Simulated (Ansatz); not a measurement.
# CH8BFOSi2: the cost of one run

Method: RKS B3LYP-D4/def2-SVP, in Ansatz 0.2.0.

## Step 1: The structure to begin with

Bond lengths: F1–B2 1.467 Å, B2–O3 1.480 Å, O3–C4 1.515 Å, C4–Si5 1.891 Å, C4–Si6 1.843 Å, B2–H7 1.190 Å, C4–H8 1.098 Å, Si5–H9 1.414 Å, Si5–H10 1.464 Å, Si5–H11 1.502 Å, Si6–H12 1.490 Å, Si6–H13 1.485 Å, Si6–H14 1.469 Å. Angles (14 of 22 angles, heavy atoms first): F1–B2–O3 119.4°, B2–O3–C4 108.6°, O3–C4–Si5 107.1°, O3–C4–Si6 106.1°, Si5–C4–Si6 109.2°, F1–B2–H7 121.0°, O3–B2–H7 119.6°, O3–C4–H8 113.9°, Si5–C4–H8 112.3°, Si6–C4–H8 108.1°, C4–Si5–H9 110.6°, C4–Si5–H10 106.9°, C4–Si5–H11 109.1°, C4–Si6–H12 106.8°.

Structure file:

```xyz
14

F    -2.1541   -0.7507    2.1992
B    -1.6608    0.5060    1.6261
O    -1.2561    0.5456    0.2033
C     0.2252    0.2408    0.1138
Si    0.3920   -1.6215   -0.1687
Si    0.8430    1.1357   -1.3738
H    -1.5772    1.4907    2.2890
H     0.8024    0.5843    0.9822
H    -0.3575   -2.0225   -1.2992
H     1.8215   -1.9019   -0.3185
H    -0.1091   -2.3500    1.0450
H     2.2906    0.8089   -1.5015
H     0.6348    2.5965   -1.2052
H     0.0925    0.7091   -2.5628
```

## Step 2: Relaxing end A

Contents of input.yaml:

```yaml
crystal:
  periodic: [false, false, false]
  atoms:
    - { symbol: F, position_ang: [-2.1541, -0.7507, 2.1992] }
    - { symbol: B, position_ang: [-1.6608, 0.506, 1.6261] }
    - { symbol: O, position_ang: [-1.2561, 0.5456, 0.2033] }
    - { symbol: C, position_ang: [0.2252, 0.2408, 0.1138] }
    - { symbol: Si, position_ang: [0.392, -1.6215, -0.1687] }
    - { symbol: Si, position_ang: [0.843, 1.1357, -1.3738] }
    - { symbol: H, position_ang: [-1.5772, 1.4907, 2.289] }
    - { symbol: H, position_ang: [0.8024, 0.5843, 0.9822] }
    - { symbol: H, position_ang: [-0.3575, -2.0225, -1.2992] }
    - { symbol: H, position_ang: [1.8215, -1.9019, -0.3185] }
    - { symbol: H, position_ang: [-0.1091, -2.35, 1.045] }
    - { symbol: H, position_ang: [2.2906, 0.8089, -1.5015] }
    - { symbol: H, position_ang: [0.6348, 2.5965, -1.2052] }
    - { symbol: H, position_ang: [0.0925, 0.7091, -2.5628] }
basis:
  gaussian: { orbitals: def2-SVP }
hamiltonian:
  xc: b3lyp
  dispersion: d4
relax:
  f_tol: 0.015
  max_steps: 40
```

On the command line:

```sh
$ ansatz run input.yaml --threads 2 --pin off --max-ram 3072MiB --backend cpu --events-out ev --progress --plain --runs-dir out
```

**Question.** How long does this run take on 2 threads of Arm Neoverse V1, shared host, and how much memory does it need?

About 1.7 min, with a peak of 0.34 GiB.
